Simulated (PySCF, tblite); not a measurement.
# C₅H₇F₂NO₂: geometry, infrared bands and NMR shifts

Aim: predict the infrared bands and NMR shifts of C₅H₇F₂NO₂ (`C/N=C\[C@@H]1O[C@H]1OC(F)F`).

Computed with tblite 0.8.0 and PySCF 2.14.0, with density-fitted response routines of our own, on a single molecule in the gas phase. Atoms count from 0, in the outputs and in this text.

## (1) Starting geometry

17 atoms, charge 0, multiplicity 1; geometry from: force field or distance geometry start.

Bonds of the start (Å): C0–N1 1.41, N1–C2 1.30, C2–C3 1.46, C3–O4 1.43, O4–C5 1.38, C5–O6 1.41, O6–C7 1.37, C7–F8 1.38, C7–F9 1.40, C5–C3 1.48, C0–H10 1.14, C0–H11 1.09, C0–H12 1.12, C2–H13 1.09, C3–H14 1.11, C5–H15 1.10, C7–H16 1.11.

## (2) Relaxing the molecule with GFN2-xTB

What the job is given:

```
{"job": {"kind": "relax", "xc": "GFN2-xTB", "basis": "xTB"}, "charge": 0, "multiplicity": 1}
C     -1.602900     0.768200    -1.204000
N     -2.484500    -0.032200    -0.443500
C     -1.967800    -0.929700     0.343600
C     -0.542000    -1.180900     0.495400
O     -0.136800    -0.922600     1.841300
C      0.455400    -0.149600     0.861500
O      1.784500    -0.545400     0.609400
C      2.623600     0.466100     0.216400
F      3.687400     0.672600     1.064700
F      3.085600     0.185800    -1.073100
H     -2.151100     0.968800    -2.178200
H     -0.651000     0.310600    -1.479300
H     -1.469600     1.789600    -0.754600
H     -2.675300    -1.528000     0.912900
H     -0.209500    -2.188800     0.166400
H      0.210500     0.919200     0.732100
H      2.036500     1.408400     0.177800
```

The run is started by

```sh
> OMP_NUM_THREADS=1 python probes_run.py task.json out
```

This one command runs all jobs of the session in turn.

**Question.** This job is followed by: GFN2-xTB harmonic vibrations, gas phase; GIAO PBE0/pcSseg-1 NMR shielding, non-relativistic, gas phase. What will the session give for the following? strongest single infrared mode (GFN2-xTB); zero-point energy (GFN2-xTB); 13C shifts against TMS (PBE0/pcSseg-1); 1H shifts against TMS (PBE0/pcSseg-1, means over atoms taken as alike); 15N shifts against NH3 (PBE0/pcSseg-1); 17O shifts against H2O (PBE0/pcSseg-1); 19F shifts against CFCl3 (PBE0/pcSseg-1).

**Answer**, as computed:

| quantity | value |
| --- | --- |
| strongest single infrared mode (GFN2-xTB) | 1148 cm⁻¹, 336 km/mol |
| zero-point energy (GFN2-xTB) | 75.6 kcal/mol |
| 13C shifts against TMS (PBE0/pcSseg-1) | 162.8, 119.7, 78.5, 51.6, 43.6 ppm |
| 1H shifts against TMS (PBE0/pcSseg-1, means over atoms taken as alike) | 7.31, 6.63, 4.62, 3.89, 3.54 ppm |
| 15N shifts against NH3 (PBE0/pcSseg-1) | 397.7 ppm |
| 17O shifts against H2O (PBE0/pcSseg-1) | 126.3, 47.1 ppm |
| 19F shifts against CFCl3 (PBE0/pcSseg-1) | -94.6, -114.9 ppm |

What this shows: Over 255 steps the energy fell by 0.868 eV; of the close pairs, C7–F9 changed most, 1.398 to 1.335 Å. No mode is imaginary among the 45: a minimum at this level. The strongest single mode, at 1148 cm⁻¹, is carried by O6, C5, C7. Unscaled tight-binding wavenumbers are off by several per cent, some by more. Its intensities can rank the bands wrongly. At PBE0/pcSseg-1: The largest span, 812 ppm, is at N1, where the paramagnetic term is -456 ppm.
